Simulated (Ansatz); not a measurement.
Geometry optimisation, Ansatz 0.2.0, DFT PBE-D3(BJ), scalar-relativistic, plane waves, PAW.

input.yaml

```yaml
crystal:
  lattice:
    - [8.1, 0.0, 0.0]
    - [0.0, 8.1, 0.0]
    - [0.0, 0.0, 8.1]
  atoms:
    - { symbol: Al, position: [0.5, 0.0, 0.0] }
    - { symbol: Al, position: [0.75, 0.25, 0.0] }
    - { symbol: Al, position: [0.75, 0.0, 0.25] }
    - { symbol: Al, position: [0.0, 0.0, 0.0] }
    - { symbol: Al, position: [0.25, 0.25, 0.0] }
    - { symbol: Al, position: [0.5, 0.5, 0.0] }
    - { symbol: Al, position: [0.75, 0.75, 0.0] }
    - { symbol: Al, position: [0.25, 0.0, 0.25] }
    - { symbol: Al, position: [0.5, 0.25, 0.25] }
    - { symbol: Al, position: [0.75, 0.5, 0.25] }
    - { symbol: Al, position: [0.5, 0.0, 0.5] }
    - { symbol: Al, position: [0.75, 0.25, 0.5] }
    - { symbol: Al, position: [0.75, 0.0, 0.75] }
    - { symbol: Al, position: [0.0, 0.5, 0.0] }
    - { symbol: Al, position: [0.25, 0.75, 0.0] }
    - { symbol: Al, position: [0.0, 0.25, 0.25] }
    - { symbol: Al, position: [0.25, 0.5, 0.25] }
    - { symbol: Al, position: [0.5, 0.75, 0.25] }
    - { symbol: Al, position: [0.0, 0.0, 0.5] }
    - { symbol: Al, position: [0.25, 0.25, 0.5] }
    - { symbol: Al, position: [0.5, 0.5, 0.5] }
    - { symbol: Al, position: [0.75, 0.75, 0.5] }
    - { symbol: Al, position: [0.25, 0.0, 0.75] }
    - { symbol: Al, position: [0.5, 0.25, 0.75] }
    - { symbol: Al, position: [0.75, 0.5, 0.75] }
    - { symbol: Al, position: [0.0, 0.75, 0.25] }
    - { symbol: Al, position: [0.0, 0.5, 0.5] }
    - { symbol: Al, position: [0.25, 0.75, 0.5] }
    - { symbol: Al, position: [0.0, 0.25, 0.75] }
    - { symbol: Al, position: [0.25, 0.5, 0.75] }
    - { symbol: Al, position: [0.5, 0.75, 0.75] }
    - { symbol: Al, position: [0.0, 0.75, 0.75] }
    - { symbol: Cu, position: [0.5048231, 0.4983886, 0.7434455] }
basis:
  ecutwfc: 420.0
kpoints:
  mp_grid: { grid: [3, 3, 3] }
hamiltonian:
  xc: pbe
  dispersion: d3bj
  pseudopotentials: { kind: paw, azcp: { folder: soft_1 } }
scf:
  occupations: { method: gaussian, width: 0.15 }
  lower_state_search: "off"
relax:
  f_tol: 0.03
  max_steps: 60
  adjacent_minimum: "off"
output:
  write_density: true
  write_potential: true
  elf: true
  volumetric_format: npy
```

Run as:

```bash
$ ansatz run input.yaml --threads 4 --pin off --max-ram 10240MiB --backend cpu --events-out ev --progress --plain --runs-dir out
```

Q: Where does it end, and by what steps?

A: The forces met the threshold. Limits of this set-up: coarse k mesh, a small cell, in which the defect meets its images. After 4 steps the energy has fallen by 3.984 eV; Al21 moved furthest, 0.31 Å.

```tsv
step	energy less start (eV)	largest force component (eV/Å)	accepted
0	0.0000	6.185	yes
1	-3.4731	1.613	yes
2	-3.9137	0.529	yes
3	-3.9828	0.041	yes
4	-3.9839	0.001	yes
```

```xyz
33
Lattice="8.1000 0.0000 0.0000 0.0000 8.1000 0.0000 0.0000 0.0000 8.1000" Properties=species:S:1:pos:R:3
Al 4.051 -0.001 0.067
Al 6.087 2.014 0.009
Al 6.095 0.000 2.024
Al 0.001 0.000 0.018
Al 2.015 2.013 0.010
Al 4.050 4.050 0.305
Al 6.087 6.086 0.009
Al 2.006 0.000 2.024
Al 4.051 1.957 2.022
Al 6.144 4.050 2.022
Al 4.051 -0.001 3.981
Al 6.086 2.015 4.039
Al 6.144 -0.001 6.073
Al 0.002 4.050 0.067
Al 2.014 6.086 0.010
Al 0.001 2.005 2.024
Al 1.958 4.050 2.022
Al 4.051 6.143 2.022
Al 0.001 0.000 4.029
Al 2.016 2.014 4.038
Al 4.050 4.050 3.736
Al 6.086 6.084 4.038
Al 1.958 -0.001 6.073
Al 4.050 1.714 6.075
Al 6.388 4.050 6.075
Al 0.001 6.094 2.024
Al 0.002 4.050 3.981
Al 2.016 6.085 4.038
Al 0.002 1.957 6.073
Al 1.719 4.050 6.075
Al 4.050 6.383 6.075
Al 0.002 6.143 6.073
Cu 4.054 4.048 6.069
```

Whether the end is a true minimum wasn't checked by a vibrational analysis.

Run time: 73 s on 4 threads of Intel(R) Xeon(R) Platinum 8488C (Sapphire Rapids), on a shared host, peak memory 1.7 GiB.
